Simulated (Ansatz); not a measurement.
# InSb: the cost of one run

Method: DFT PBEsol, scalar-relativistic, plane waves, PAW, in Ansatz 0.2.0.

That is the level of the relaxation; later steps name their own.

1 further run of the same task is left out (set aside as unsound or not needed).

## Step 1: The system as given

The structure is cubic, space group F-43m (No. 216). Conventional cell: a = 6.520 Å, b = 6.520 Å, c = 6.520 Å, α = 90.00°, β = 90.00°, γ = 90.00°. In (site symmetry -43m) has 4 Sb at 2.82 Å as nearest neighbours. Around Sb (site symmetry -43m) lie 4 In at 2.82 Å.

Coordinates:

```cif
data_structure
_symmetry_space_group_name_H-M 'P 1'
_symmetry_Int_Tables_number 1
_cell_length_a 4.6102
_cell_length_b 4.6102
_cell_length_c 4.6102
_cell_angle_alpha 60.000
_cell_angle_beta 60.000
_cell_angle_gamma 60.000
_cell_volume 69.29
loop_
_atom_site_label
_atom_site_type_symbol
_atom_site_fract_x
_atom_site_fract_y
_atom_site_fract_z
_atom_site_occupancy
In1 In 0.00000 0.00000 0.00000 1
Sb1 Sb 0.25000 0.25000 0.25000 1
```

It is the result of an earlier relaxation at this level (volume 34.64 Å³/atom; gap on the mesh: none (metal)).

## Step 2: Levels with PBEsol on the hybrid's mesh

The input, input.yaml:

```yaml
crystal:
  lattice:
    - [0.0, 3.2599290538, 3.2599290538]
    - [3.2599290538, 0.0, 3.2599290538]
    - [3.2599290538, 3.2599290538, 0.0]
  atoms:
    - { symbol: In, position: [0.0, 0.0, 0.0] }
    - { symbol: Sb, position: [0.25, 0.25, 0.25] }
basis:
  ecutwfc: 420
kpoints:
  mp_grid: { grid: [4, 4, 4] }
  band_path:
    path:
      - [0.0, 0.0, 0.0]
      - [-0.5, -0.5, 0.0]
      - [-0.375, -0.375, 0.25]
      - [-0.375, 0.0, 0.375]
      - [0.0, 0.0, 0.5]
      - [-0.5, -0.25, 0.25]
    npoints: 1
hamiltonian:
  xc: pbesol
scf:
  occupations: { method: gaussian, width: 0.1 }
  n_extra_bands: 4
output:
  forces: true
  stress: true
  eigenvalues: true
```

Command:

```console
ansatz run input.yaml --threads 2 --pin off --max-ram 5120MiB --backend cpu --events-out ev --progress --plain --runs-dir out
```

**Question.** How long does this run take on 2 threads of Arm Neoverse V1, shared host, and how much memory does it need?

About 1.2 s, with a peak of 0.31 GiB.
